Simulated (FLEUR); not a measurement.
## SnSe2 under changes of volume

One of the cells (25.726 Å³/atom); the others are scaled copies at fixed shape and fractional positions:

```
Sn Se
1.0
     3.81100    0.00000    0.00000
    -1.90550    3.30042    0.00000
     0.00000    0.00000    6.13600
Sn Se
1 2
Cartesian
  0.0000 0.0000 0.0000
  1.9055 1.1001 4.6081
  0.0000 2.2003 1.5279
```

```yaml
Program: FLEUR MaX-R8.1 (later development tree)
Functional: r2SCAN
Potentials_or_basis: all-electron
Basis: FLAPW
Kmax: 4.43 1/bohr
k_mesh: 8 × 8 × 5
Occupations: fermi-dirac, width 0.05 eV
Spin: no spin polarisation
```

| volume (Å³/atom) | energy over the lowest point (meV/atom) | gap on the mesh (eV) |
| --- | --- | --- |
| 24.182 | 74.91 | 1.19 |
| 24.697 | 48.03 | 1.16 |
| 25.726 | 13.50 | 1.10 |
| 26.755 | 0.00 | 1.03 |
| 27.270 | ? | ? |

What does the run at 27.270 Å³/atom give?

Energy over the lowest point 0.05 meV/atom; gap on the mesh 0.99 eV.

Worked out: A Birch-Murnaghan fit of order 2 (a polynomial in V^(-2/3)) to the other rows has its minimum at 27.00 Å³/atom, just outside them, with B0 = V·E''(V) = 68 GPa at fixed shape and positions, which overstates the stiffness. It gives 0.10 meV/atom at 27.270 Å³/atom, against the run's 0.05. A straight line through the other rows of the gap, of slope -1.58 eV per unit of ln V, extrapolates to 1.00 eV, against the run's 0.99.

Energies are extrapolated to zero smearing.

Caveats: the meta-GGA is that of a development version, with a GGA for the radial functions and cores and without core tails; spin-orbit coupling is left out, which moves the levels of the heavy elements; an odd mesh through Γ misses points on the zone boundary, where band edges often lie.
